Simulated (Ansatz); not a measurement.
# Zn15S16 (Wurtzite-4H): the cost of one run

Computed with Ansatz 0.2.0 (DFT, PBE, plane-wave PAW, default files, scalar-relativistic, unless a step's input says otherwise).

## (1) The starting structure

It takes space group P3m1 (No. 156, trigonal). Conventional cell: a = 7.645 Å, b = 7.645 Å, c = 12.520 Å, α = 90.00°, β = 90.00°, γ = 120.00°. Zn (site symmetry m) has 4 S at 2.34 to 2.35 Å as nearest neighbours. Zn (site symmetry 3m) has 4 S at 2.34 to 2.35 Å as nearest neighbours. S (site symmetry m) is surrounded by 3 Zn at 2.34 to 2.35 Å. Only part of the 15 independent sites is listed.

Structure file:

```
CELL_PARAMETERS angstrom
7.64540 0.00000 0.00000
-3.82270 6.62111 0.00000
0.00000 0.00000 12.52000
ATOMIC_POSITIONS crystal
Zn 0.00000 0.00000 0.00000
Zn 0.00000 0.50000 0.00000
Zn 0.50000 0.00000 0.00000
Zn 0.50000 0.50000 0.00000
Zn 0.00000 0.00000 0.50000
Zn 0.00000 0.50000 0.50000
Zn 0.50000 0.00000 0.50000
Zn 0.50000 0.50000 0.50000
Zn 0.16667 0.83333 0.25000
Zn 0.66667 0.33333 0.25000
Zn 0.66667 0.83333 0.25000
Zn 0.33333 0.16667 0.75000
Zn 0.33333 0.66667 0.75000
Zn 0.83333 0.16667 0.75000
Zn 0.83333 0.66667 0.75000
S 0.00000 0.00000 0.18750
S 0.00000 0.50000 0.18750
S 0.50000 0.00000 0.18750
S 0.50000 0.50000 0.18750
S 0.00000 0.00000 0.68750
S 0.00000 0.50000 0.68750
S 0.50000 0.00000 0.68750
S 0.50000 0.50000 0.68750
S 0.16667 0.33333 0.43750
S 0.16667 0.83333 0.43750
S 0.66667 0.33333 0.43750
S 0.66667 0.83333 0.43750
S 0.33333 0.16667 0.93750
S 0.33333 0.66667 0.93750
S 0.83333 0.16667 0.93750
S 0.83333 0.66667 0.93750
```

The vacant site is at (0.167, 0.333, 0.250) in fractional coordinates of the input's cell.

## (2) Single point at the given positions

File input.yaml:

```yaml
crystal:
  lattice:
    - [7.6454, 0.0, 0.0]
    - [-3.8227, 6.621110622, 0.0]
    - [0.0, 0.0, 12.52]
  atoms:
    - { symbol: Zn, position: [0.0, 0.0, 0.0] }
    - { symbol: Zn, position: [0.0, 0.5, 0.0] }
    - { symbol: Zn, position: [0.5, 0.0, 0.0] }
    - { symbol: Zn, position: [0.5, 0.5, 0.0] }
    - { symbol: Zn, position: [0.0, 0.0, 0.5] }
    - { symbol: Zn, position: [0.0, 0.5, 0.5] }
    - { symbol: Zn, position: [0.5, 0.0, 0.5] }
    - { symbol: Zn, position: [0.5, 0.5, 0.5] }
    - { symbol: Zn, position: [0.1666666666, 0.8333333334, 0.25] }
    - { symbol: Zn, position: [0.6666666666, 0.3333333334, 0.25] }
    - { symbol: Zn, position: [0.6666666666, 0.8333333334, 0.25] }
    - { symbol: Zn, position: [0.3333333334, 0.1666666666, 0.75] }
    - { symbol: Zn, position: [0.3333333334, 0.6666666666, 0.75] }
    - { symbol: Zn, position: [0.8333333334, 0.1666666666, 0.75] }
    - { symbol: Zn, position: [0.8333333334, 0.6666666666, 0.75] }
    - { symbol: S, position: [0.0, 0.0, 0.1875] }
    - { symbol: S, position: [0.0, 0.5, 0.1875] }
    - { symbol: S, position: [0.5, 0.0, 0.1875] }
    - { symbol: S, position: [0.5, 0.5, 0.1875] }
    - { symbol: S, position: [0.0, 0.0, 0.6875] }
    - { symbol: S, position: [0.0, 0.5, 0.6875] }
    - { symbol: S, position: [0.5, 0.0, 0.6875] }
    - { symbol: S, position: [0.5, 0.5, 0.6875] }
    - { symbol: S, position: [0.1666666666, 0.3333333334, 0.4375] }
    - { symbol: S, position: [0.1666666666, 0.8333333334, 0.4375] }
    - { symbol: S, position: [0.6666666666, 0.3333333334, 0.4375] }
    - { symbol: S, position: [0.6666666666, 0.8333333334, 0.4375] }
    - { symbol: S, position: [0.3333333334, 0.1666666666, 0.9375] }
    - { symbol: S, position: [0.3333333334, 0.6666666666, 0.9375] }
    - { symbol: S, position: [0.8333333334, 0.1666666666, 0.9375] }
    - { symbol: S, position: [0.8333333334, 0.6666666666, 0.9375] }
total_charge: -2
kpoints:
  mp_grid: { grid: [3, 3, 2] }
scf:
  occupations: { method: fermi_dirac, width: 0.01 }
hamiltonian:
  xc: pbe
  pseudopotentials: { kind: paw }
output:
  forces: true
  stress: true
  populations: true
  efg:
    quadrupole_moments_barn: { Zn: 0.122, S: -0.0694 }
    contact_densities: true
```

Run with:

```sh
> ansatz run input.yaml --threads 1 --pin off --max-ram 3072MiB --backend cpu --events-out ev --progress --plain --runs-dir out
```

**Question.** How long does this run take on 1 thread of Arm Neoverse V1, shared host, and how much memory does it need?

About 2.4 min, with a peak of 1.2 GiB.
